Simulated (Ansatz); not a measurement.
## AsH₄NO, SMILES N[AsH]O: a ladder of basis sets, step by step

Program: Ansatz's Python interface.

Notebook, run cell by cell (the value of a cell's last expression is shown):

In [1]:
```python
import ansatz as az
```

In [2]:
```python
SETTINGS = {
    'xc': 'hf',
}

GEOMETRY = '''
N    -0.38220    0.79680   -0.57830
As   -0.36620   -0.46600    0.79130
O     1.25940   -1.05190    0.23550
H    -0.61090    0.34760   -1.47190
H    -1.22790    1.46830   -0.38340
H     0.26360    0.57020    1.79960
H     1.12540   -1.73290   -0.43850
'''
```

In [3]:
```python
mol = az.Crystal.molecule()
for line in GEOMETRY.strip().splitlines():
    symbol, *xyz = line.split()
    mol = mol.atom(symbol, [float(v) for v in xyz])
```

In [4]:
```python
setup = mol.calculation().functional(SETTINGS['xc'])

energies = {}
for basis in ['def2-SVP', 'def2-SVPD', 'def2-TZVP', 'def2-TZVPP']:
    data = setup.basis(gaussian=basis).run(threads=1, backend='cpu').report
    size = data['n_frozen'] + data['n_occupied'][0] + data['n_virtual'][0]
    energies[basis] = (data['reference_energy_ev'] / 27.211386246, data['free_energy_ev'] / 27.211386246)
    print(f'{basis:14s} {size:4d} orbitals  reference {energies[basis][0]:14.6f} Ha  total {energies[basis][1]:14.6f} Ha')

last = energies['def2-TZVPP'][1]
for basis, (_, total) in energies.items():
    print(f'{basis:14s} lies {27.211386 * (total - last):9.4f} eV above def2-TZVPP')
```
```text
def2-SVP         80 orbitals  reference   -2365.430657 Ha  total   -2365.430657 Ha
def2-SVPD       113 orbitals  reference   -2365.450949 Ha  total   -2365.450949 Ha
def2-TZVP       134 orbitals  reference   -2365.882463 Ha  total   -2365.882463 Ha
def2-TZVPP      166 orbitals  reference   -2365.886285 Ha  total   -2365.886285 Ha
def2-SVP       lies   12.3982 eV above def2-TZVPP
def2-SVPD      lies   11.8461 eV above def2-TZVPP
def2-TZVP      lies    0.1040 eV above def2-TZVPP
def2-TZVPP     lies    0.0000 eV above def2-TZVPP
```

Against def2-SVP: def2-SVPD -20.3 mHa, def2-TZVP -451.8 mHa and def2-TZVPP -455.6 mHa. The last step alone is -3.82 mHa (these two sets differ little on atoms other than hydrogen). From the first set to the last the time grows from 0.7 to 2.4 s.

Reading the output:
- The drop along the ladder measures the basis error, and is no property of the molecule.
- The geometry is a force-field or estimated start, not a minimum of this method, and the last set is no limit. Much of the fall in a total is atomic energy, which cancels in bond and reaction energies.
- Run time: 5.9 s on 1 thread of Arm Neoverse V2 (shared host), peak memory 0.36 GiB.
